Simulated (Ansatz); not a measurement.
# BFH4O2: the cost of one run

Method: RKS PBE-D4/def2-SVP, in Ansatz 0.2.0.

### 1 Starting point

Bond lengths: B1–F3 1.320 Å, B1–O4 1.410 Å, O4–H5 1.010 Å, B1–O6 1.710 Å, O6–H7 1.010 Å. Angles: F3–B1–O4 120.0°, F3–B1–O6 96.8°, O4–B1–O6 101.3°, B1–O4–H5 109.5°, B1–O6–H7 109.5°.

Coordinates:

```xyz
8

B     0.0000    0.0000    0.0000
H     0.0000    0.0000    1.5400
F     1.1431    0.0000   -0.6600
O    -1.2211    0.0000   -0.7050
H    -1.7308   -0.8467   -0.4965
O     0.0766    1.6210    0.5392
H     0.4753    1.6492    1.4668
H     0.0407    0.8604    1.5370
```

### 2 Pulling towards end A

Springs on the bonds that form and break draw the guess towards this end; the thresholds are loose.

Input file input.yaml:

```yaml
crystal:
  periodic: [false, false, false]
  atoms:
    - { symbol: B, position_ang: [0.0, 0.0, 0.0] }
    - { symbol: H, position_ang: [0.0, 0.0, 1.54] }
    - { symbol: F, position_ang: [1.1431, 0.0, -0.66] }
    - { symbol: O, position_ang: [-1.2211, 0.0, -0.705] }
    - { symbol: H, position_ang: [-1.7308, -0.8467, -0.4965] }
    - { symbol: O, position_ang: [0.0766, 1.621, 0.5392] }
    - { symbol: H, position_ang: [0.4753, 1.6492, 1.4668] }
    - { symbol: H, position_ang: [0.0407, 0.8604, 1.537] }
basis:
  gaussian: { orbitals: def2-SVP }
hamiltonian:
  xc: pbe
  dispersion: d4
relax:
  f_tol: 0.15
  max_steps: 25
  restrain:
    - { distance: [0, 5], at: 2.61, k: 30.0 }
    - { distance: [7, 1], at: 1.86, k: 30.0 }
    - { distance: [0, 1], at: 1.19, k: 30.0 }
    - { distance: [7, 5], at: 1.01, k: 30.0 }
```

Command:

```sh
$ ansatz run input.yaml --threads 1 --pin off --max-ram 2048MiB --backend cpu --events-out ev --progress --plain --runs-dir out
```

What time and memory should one allow on 1 thread of Arm Neoverse V2, shared host?

About 19 s, with a peak of 0.13 GiB.
